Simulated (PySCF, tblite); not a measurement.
# C₅H₄NOP: geometry, infrared bands and NMR shifts

Wanted: the infrared bands and NMR shifts of C₅H₄NOP (`O=Cc1ccncp1`), by calculation.

The runs use tblite 0.8.0 and PySCF 2.14.0, with density-fitted response routines of our own; the level of theory stands in each step. All values are computed, except where a source is named. Atoms count from 0, in the outputs and in this text.

## 1. The starting structure

12 atoms, charge 0, multiplicity 1; geometry from: force field or distance geometry start.

Bonds of the start (Å): O0–C1 1.24, C1–C2 1.48, C2–C3 1.38, C3–C4 1.35, C4–N5 1.33, N5–C6 1.32, C6–P7 1.74, P7–C2 1.74, C1–H8 1.10, C3–H9 1.10, C4–H10 1.10, C6–H11 1.07.

## 2. Geometry optimisation with GFN2-xTB

The job: settings as JSON, then the geometry in Å.

```
{"job": {"kind": "relax", "xc": "GFN2-xTB", "basis": "xTB"}, "charge": 0, "multiplicity": 1}
O     -2.958300     0.416400    -0.099900
C     -2.232700    -0.589800    -0.020200
C     -0.774300    -0.363900     0.009200
C     -0.243600     0.907800    -0.079600
C      1.079500     1.195300    -0.054400
N      2.081900     0.330300     0.019700
C      2.019300    -0.985300     0.110400
P      0.404800    -1.638800     0.127900
H     -2.625700    -1.611000     0.053200
H     -0.963100     1.732100    -0.141900
H      1.354200     2.258000    -0.132500
H      2.859200    -1.651900     0.181900
```

Command:

```console
OMP_NUM_THREADS=1 python probes_run.py task.json out
```

This one command runs all jobs of the session in turn.

**Question.** This job is followed by: GFN2-xTB harmonic vibrations, gas phase; GIAO PBE0/pcSseg-1 NMR shielding, non-relativistic, gas phase. What will the session give for the following? strongest single infrared mode (GFN2-xTB); zero-point energy (GFN2-xTB); ¹³C shifts against TMS (PBE0/pcSseg-1); ¹H shifts against TMS (PBE0/pcSseg-1); ¹⁷O shifts against H2O (PBE0/pcSseg-1); ¹⁵N shifts against NH3 (PBE0/pcSseg-1); ³¹P shifts against H3PO4 (PBE0/pcSseg-1); surface potential, 1st and 99th percentile.

**Answer**, as computed:

```
                                 quantity                                  value
strongest single infrared mode (GFN2-xTB)                  1744 cm⁻¹, 389 km/mol
             zero-point energy (GFN2-xTB)                          48.9 kcal/mol
   ¹³C shifts against TMS (PBE0/pcSseg-1)  198.0, 192.0, 182.5, 153.9, 127.2 ppm
    ¹H shifts against TMS (PBE0/pcSseg-1)           11.12, 10.42, 9.52, 8.53 ppm
   ¹⁷O shifts against H2O (PBE0/pcSseg-1)                              679.4 ppm
   ¹⁵N shifts against NH3 (PBE0/pcSseg-1)                              392.5 ppm
 ³¹P shifts against H3PO4 (PBE0/pcSseg-1)                              251.7 ppm
    surface potential, 1st and 99th percentile                     -1.37 V and 1.14 V
```

What this shows: Over 25 steps the energy fell by 0.721 eV; of the close pairs, O0–C1 changed most, 1.243 to 1.203 Å. No mode is imaginary among the 30: a minimum at this level. The strongest single mode, at 1744 cm⁻¹, moves mainly C1 and O0. Unscaled tight-binding wavenumbers are off by several per cent, some by more. Its intensities can rank the bands wrongly. The most deshielded carbon is C1 (aldehyde carbonyl carbon), at 198.0 ppm: the double bond to the heteroatom, with no lone-pair donor beside it, deshields it most. At PBE0/pcSseg-1: The widest tensor belongs to O0: span 1401 ppm, with a paramagnetic part of -743 ppm. NICS(1)zz of -26 ppm above the planar ring from C2 marks a diatropic (aromatic) ring current. By nearest atom (PBE0/pcSseg-1), the HOMO sits on N5 50 %; P7 19 % and the LUMO on P7 25 %; C2 16 %.
